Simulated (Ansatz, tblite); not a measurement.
## A script for NaMgBr₃ (GFN1-xTB)

These are simulated results from tblite 0.8.0, not measurements. The cell was built from a prototype and was relaxed with r2SCAN in plane waves (Ansatz 0.2.0). It may be hypothetical. All runs are without spin polarisation.

It is cubic, Pm-3m (No. 221); a = 5.269 Å in the conventional setting, 29.25 Å³ an atom. Around Na lie 12 Br at 3.73 Å; around Mg lie 6 Br at 2.63 Å; around Br lie 2 Mg at 2.63 Å and 4 Na at 3.73 Å.

tblite solves periodic systems at the zone centre alone, so the script builds a cluster of 2×2×2 conventional cells (40 atoms), which folds in a coarse mesh of k points.

Input script:

```python
import json
from ase import Atoms
from ase.build import make_supercell
from ase.units import Bohr, GPa, Hartree
from tblite.interface import Calculator

atoms = Atoms(['Na', 'Mg', 'Br', 'Br', 'Br'],
              cell=[[5.26880321, 0.0, 0.0], [0.0, 5.26880321, 0.0], [0.0, 0.0, 5.26880321]],
              scaled_positions=[[0.0, 0.0, 0.0], [0.5, 0.5, 0.5], [0.5, 0.5, 0.0], [0.5, 0.0, 0.5], [0.0, 0.5, 0.5]],
              pbc=True)
cluster = make_supercell(atoms, [[2, 0, 0], [0, 2, 0], [0, 0, 2]])
calc = Calculator('GFN1-xTB', cluster.numbers, cluster.positions / Bohr, lattice=cluster.cell[:] / Bohr, periodic=cluster.pbc)
calc.set('temperature', 0.02 / Hartree)
calc.set('max-iter', 150)
res = calc.singlepoint()
levels = res.get('orbital-energies') * Hartree
nv = round(res.get('orbital-occupations').sum() / 2)
cells = len(cluster) // len(atoms)
out = {'energy_per_cell': res.get('energy') * Hartree / cells, 'homo': levels[nv - 1], 'lumo': levels[nv],
       'stress': (-res.get('virial') * Hartree / cluster.get_volume() / GPa).tolist(), 'charges': res.get('charges')[:len(atoms)].tolist(), 'electrons': 2 * nv / cells}
json.dump(out, open('results.json', 'w'))
for key, value in out.items():
    print(key, value)
```

Command: `python run.py`. It took 2.1 s on 1 thread of Arm Neoverse V1, on a shared host, peak memory 0.1 GiB.

What it printed:

```
------------------------------------------------------------
  cycle        total energy    energy error   density error
------------------------------------------------------------
      1     -100.9952768632  -1.0086280E+02   6.5601553E-01
      2     -102.4824301283  -1.4871533E+00   3.0389941E-01
      3     -102.7742653565  -2.9183523E-01   2.7627473E-01
      4     -103.2091764336  -4.3491108E-01   1.9617076E-02
      5     -103.2173659035  -8.1894700E-03   7.2760767E-03
      6     -103.2165181816   8.4772197E-04   6.4644297E-03
      7     -103.2175485043  -1.0303227E-03   1.4863420E-03
      8     -103.2175632631  -1.4758860E-05   1.0419707E-04
      9     -103.2175633401  -7.6931315E-08   8.0940062E-06
------------------------------------------------------------

 total:                                   1.425 sec
energy_per_cell -351.08662006767224
homo -9.984709548820542
lumo -9.2582147418022
stress [[0.36293710008536983, -6.154228491990941e-07, -6.154228522505992e-07], [-6.154228491847918e-07, 0.36293710008538044, -6.154228503580693e-07], [-6.154228522370536e-07, -6.154228503875606e-07, 0.3629371000853937]]
charges [0.36937959404689125, 0.3325764522681448, -0.2339824470237966, -0.2339824470237969, -0.2339824470238007]
electrons 24.0
```

The cycle table is in hartree for the whole cluster, and the lines after it are in eV (the energy for one cell). The printed stress is in GPa and positive in compression, and the pressure is its mean diagonal.

GFN1-xTB gives a gap of 0.73 eV. On the same cell, plane-wave PBE (Ansatz, 6×6×6 k points and the special points) gives a gap of 2.85 eV and r2SCAN a gap of 3.67 eV; on shared hosts these took about 5.3 and 13 core-seconds on the 5-atom cell, against 2.1 for the script. Semilocal gaps usually lie below measured ones. xTB was fitted to molecules, so gaps, charges and pressures of solids can be far off, and the gap also depends on the size of the cluster.

The same script was run on cells scaled at fixed shape and fractional coordinates:

```tsv
volume (Å³/atom)	energy (meV/atom)	pressure (GPa, positive in compression)	gap (eV)
25.74	60.9	5.88	1.12
27.50	15.5	2.59	0.91
29.25	0.0	0.36	0.73
31.01	5.2	-1.21	0.57
32.76	24.8	-2.31	0.44
```

A Birch-Murnaghan fit puts the minimum at 29.60 Å³/atom, 1.2 % above the given cell, with a bulk modulus of 29.4 GPa at fixed shape.

xTB was fitted mostly to molecules, and a small cluster samples few k points, so gaps, pressures and kinks along a curve can be far from a solid's.

Spin-orbit coupling is left out.
